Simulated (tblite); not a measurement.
# C3H7N3SeSi: the cost of one run

Computed with tblite 0.8.0 and PySCF 2.14.0, with density-fitted response routines of our own, on a single molecule in the gas phase. Atoms count from 0, in the outputs and in this text.

### 1 The molecule as given

15 atoms, charge 0, multiplicity 1; geometry from: force field or distance geometry start.

Bonds of the start (Å): C0–C1 1.48, C1–N2 1.34, N2–C3 1.37, C3–N4 1.34, N4–Si5 1.81, Si5–Se6 2.30, N4–N7 1.33, N7–C1 1.35, C0–H8 1.12, C0–H9 1.10, C0–H10 1.12, C3–H11 1.09, Si5–H12 1.49, Si5–H13 1.47, Se6–H14 1.53.

### 2 Optimising the geometry with GFN2-xTB

Job settings and geometry (Å):

```
{"job": {"kind": "relax", "xc": "GFN2-xTB", "basis": "xTB"}, "charge": 0, "multiplicity": 1}
C      2.726200     0.250100    -0.355400
C      1.368500    -0.336400    -0.342000
N      1.042000    -1.635900    -0.360600
C     -0.329200    -1.703400    -0.332800
N     -0.786100    -0.441300    -0.260900
Si    -2.503400     0.115200    -0.199500
Se    -2.503600     2.376900     0.207600
N      0.245600     0.403800    -0.268400
H      2.838700     0.830000     0.595200
H      3.521700    -0.492700    -0.480100
H      2.749900     1.027900    -1.156300
H     -0.906000    -2.632100    -0.334800
H     -3.188300    -0.512000     0.967000
H     -3.205100    -0.159400    -1.460800
H     -1.075200     2.917300     0.254400
```

Run with:

```
> OMP_NUM_THREADS=1 python probes_run.py task.json out
```

The driver reads the jobs from task.json and runs them one after another.

**Question.** How long does this first job take on 1 thread of Intel Xeon at 2.50GHz, shared host, and how much memory does it need?

About 1.3 s, with a peak of 0.18 GiB.
